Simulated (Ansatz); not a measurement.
Write a Python script for Ansatz's Python interface that makes a phonon calculation by linear response of NbZn3, space group Pm-3m. Settings: PBEsol, PAW, cutoff 517 eV, 8×8×8 k-points, cold smearing of 0.1 eV.

```
Nb Zn
1.0
     3.93400    0.00000    0.00000
     0.00000    3.93400    0.00000
     0.00000    0.00000    3.93400
Nb Zn
1 3
Direct
  0.00000 0.00000 0.00000
  0.00000 0.50000 0.50000
  0.50000 0.00000 0.50000
  0.50000 0.50000 0.00000
```

Script `nbzn3.py`:
```python
# -*- coding: utf-8 -*-
"""DFPT phonons of NbZn3."""

from pathlib import Path
import warnings

import ansatz as az
import numpy as np

warnings.simplefilter("ignore", az.DeckWarning)

lattice = az.Lattice.of(
    [3.934, 0.0, 0.0],
    [0.0, 3.934, 0.0],
    [0.0, 0.0, 3.934],
)
sites = [
    ("Nb", [0.0, 0.0, 0.0]),
    ("Zn", [0.0, 0.5, 0.5]),
    ("Zn", [0.5, 0.0, 0.5]),
    ("Zn", [0.5, 0.5, 0.0]),
]
xtal = az.Crystal(lattice=lattice)
for symbol, position in sites:
    xtal = xtal.atom(symbol, position)

calculation = xtal.calculation()
calculation = calculation.basis(38 * az.Ry)
calculation = calculation.functional("pbesol")
calculation = calculation.occupations("Marzari-Vanderbilt").kpoints(8, 8, 8)
calculation = calculation.phonons("dfpt")
res = calculation.run(threads=1, runs_dir="runs")
ph = res.phonons

print("Gamma modes (1/cm):", " ".join(f"{w:.1f}" for w in ph.gamma_omega_inv_cm))
print("in meV:", " ".join(f"{w * 0.1239842:.2f}" for w in ph.gamma_omega_inv_cm))
```

```console
$ python nbzn3.py
Gamma modes (1/cm): 0.0 0.0 0.0 139.8 139.8 139.8 148.8 148.8 148.8 229.5 229.5 229.5
in meV: 0.00 0.00 0.00 17.34 17.34 17.34 18.45 18.45 18.45 28.45 28.45 28.45
```

The run is spin-unpolarised. The cell isn't relaxed first, so the values belong to this volume. The starting cell is as deposited in a crystallographic database; the results hold for this polymorph, which needn't be the stable one. The structure is taken as given; imaginary modes can come from an unrelaxed or unstable start. Phonons of metals also depend on mesh and smearing. Run time: 94 s on 1 thread of Arm Neoverse V2, on a shared host, peak memory 1.4 GiB.

(A comment or docstring line of the script was reworded after the run, the code is as it ran; lines on the test bed's own set-up are left out of the output.)
